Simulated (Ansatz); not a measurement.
# Al2Ru3: the cost of one run

Method: RKS PBE0-D4/def2-TZVP; program: Ansatz 0.2.0, Gaussian basis.

The runs, in order: a single point at PBE0-D4/def2-TZVP.

8 further runs of the same task are left out: 2 that didn't finish, 6 set aside as unsound or not needed. Runs told in other sessions of the task aren't counted.

**1. The geometry**

The singlet was relaxed beforehand with PBE-D4/def2-SVP. At that level it is the lowest of the isomers that a small search found.

5 atoms, charge 0, spin multiplicity 1.

Atoms are counted from 1 here; the program's logs count them from 0.

Bond lengths: Ru1–Ru2 2.260 Å, Ru1–Al4 2.448 Å, Ru1–Al5 2.448 Å, Ru2–Ru3 2.260 Å, Ru2–Al4 2.545 Å, Ru2–Al5 2.545 Å, Ru3–Al4 2.448 Å, Ru3–Al5 2.448 Å. Angles: Ru2–Ru1–Al4 65.3°, Ru2–Ru1–Al5 65.3°, Al4–Ru1–Al5 76.9°, Ru1–Ru2–Ru3 105.4°, Ru1–Ru2–Al4 60.9°, Ru1–Ru2–Al5 60.9°, Ru3–Ru2–Al4 60.9°, Ru3–Ru2–Al5 60.9°, Al4–Ru2–Al5 73.4°, Ru2–Ru3–Al4 65.3°, Ru2–Ru3–Al5 65.3°, Al4–Ru3–Al5 76.9°, Ru1–Al4–Ru2 53.8°, Ru1–Al4–Ru3 94.4°, Ru2–Al4–Ru3 53.8°, Ru1–Al5–Ru2 53.8°, Ru1–Al5–Ru3 94.4°, Ru2–Al5–Ru3 53.8°.

Ru takes a core potential in the def2 sets. No spin-orbit coupling is included.

Bonds by kind at the end (by distance):

| bond | count | shortest (Å) | longest (Å) |
| --- | --- | --- | --- |
| Al–Ru | 6 | 2.448 | 2.545 |
| Ru–Ru | 2 | 2.260 | 2.260 |

**2. Single point, PBE0-D4/def2-TZVP**

start.molden holds the orbitals of an earlier run on this state, given as this run's starting guess.

The input, in.yaml:

```yaml
crystal:
  periodic: [false, false, false]
  atoms:
    - {symbol: Ru, position_ang: [-1.787826, 0.029204, -0.178087]}
    - {symbol: Ru, position_ang: [0.112444, 1.000602, -0.920311]}
    - {symbol: Ru, position_ang: [1.786875, -0.037711, 0.185906]}
    - {symbol: Al, position_ang: [0.038189, -1.529928, -0.656310]}
    - {symbol: Al, position_ang: [-0.149672, 0.537842, 1.568792]}
basis:
  gaussian: {orbitals: def2-TZVP, initial_orbitals: start.molden}
hamiltonian: {xc: pbe0, dispersion: d4}
scf: {omitted_lower_state_checks: [starts]}
output: {orbitals: {seedname: orbitals}}
```

On the command line:

```bash
$ ansatz run in.yaml --threads 4 --pin off --events-out ev --progress --plain --max-ram 4787MiB
```

What time and memory should one allow on 4 threads of Arm Neoverse V1, shared host?

About 15 s, with a peak of 0.71 GiB.
